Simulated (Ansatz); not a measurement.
# FHO₂SW: small, medium and large basis sets

One table from this session's results is given with a row withheld; the runs are named, their logs left out.

Computed with Ansatz 0.2.0, Gaussian basis. Level: one geometry, several basis sets.

Plan: PBE0-D4/def2-SVP; ωB97M-V/def2-SVP; PBE0-D4/def2-QZVPP; ωB97M-V/def2-QZVPP; the functionals' def2-TZVPP values are taken from earlier runs.

**The relaxed structure**

An earlier PBE0-D4 in a triple-zeta def2 set relaxation fixed the geometry. W takes the def2 core potential; no spin-orbit term is included.

SMILES `[O]=[W]([OH])([F])=[S]`, 6 atoms, charge 0, spin multiplicity 1.

Atoms are counted from 1 here; the program's logs count them from 0.

Bond lengths: O1–W2 1.693 Å, W2–O3 1.865 Å, W2–F4 1.852 Å, W2–S5 2.128 Å, O3–H6 0.961 Å. Angles: O1–W2–O3 107.7°, O1–W2–F4 109.4°, O1–W2–S5 108.8°, O3–W2–F4 111.5°, O3–W2–S5 109.7°, F4–W2–S5 109.7°, W2–O3–H6 125.2°.

Set-up of the first run:

in.yaml

```yaml
crystal:
  periodic: [false, false, false]
  atoms:
    - {symbol: O, position_ang: [1.012166, -1.220182, -1.189740]}
    - {symbol: W, position_ang: [0.396853, -0.206929, 0.018650]}
    - {symbol: O, position_ang: [-0.889136, 0.892936, -0.765461]}
    - {symbol: F, position_ang: [1.779083, 0.783121, 0.753964]}
    - {symbol: S, position_ang: [-0.506829, -1.407355, 1.525042]}
    - {symbol: H, position_ang: [-1.750038, 1.094408, -0.388557]}
basis:
  gaussian: {orbitals: def2-SVP}
hamiltonian: {xc: pbe0, dispersion: d4}
output: {orbitals: {seedname: orbitals}}
```

Run with:

```
$ ansatz run in.yaml --threads 4 --pin off --events-out ev --progress --plain --max-ram 10444MiB
```

Among the steps run: PBE0-D4 in def2-SVP; ωB97M-V in def2-SVP; PBE0-D4 in def2-QZVPP; ωB97M-V in def2-QZVPP.

One of the session's tables, all rows but one given; the rest of the session is left out.

It belongs to the step «Density functionals: the series». 

```
functional       basis  HOMO (eV)  LUMO (eV)
   PBE0-D4    def2-SVP          ?          ?
   PBE0-D4  def2-TZVPP      -8.03      -2.62
   PBE0-D4  def2-QZVPP      -8.05      -2.65
   ωB97M-V    def2-SVP     -10.12      -0.47
   ωB97M-V  def2-TZVPP     -10.13      -0.53
   ωB97M-V  def2-QZVPP     -10.15      -0.60
```

Estimate the missing values for PBE0-D4, def2-SVP.

As computed: HOMO (eV): -8.06; LUMO (eV): -2.60. In the column «HOMO (eV)» it lies between ωB97M-V, def2-SVP (-10.12) and PBE0-D4, def2-QZVPP (-8.05).
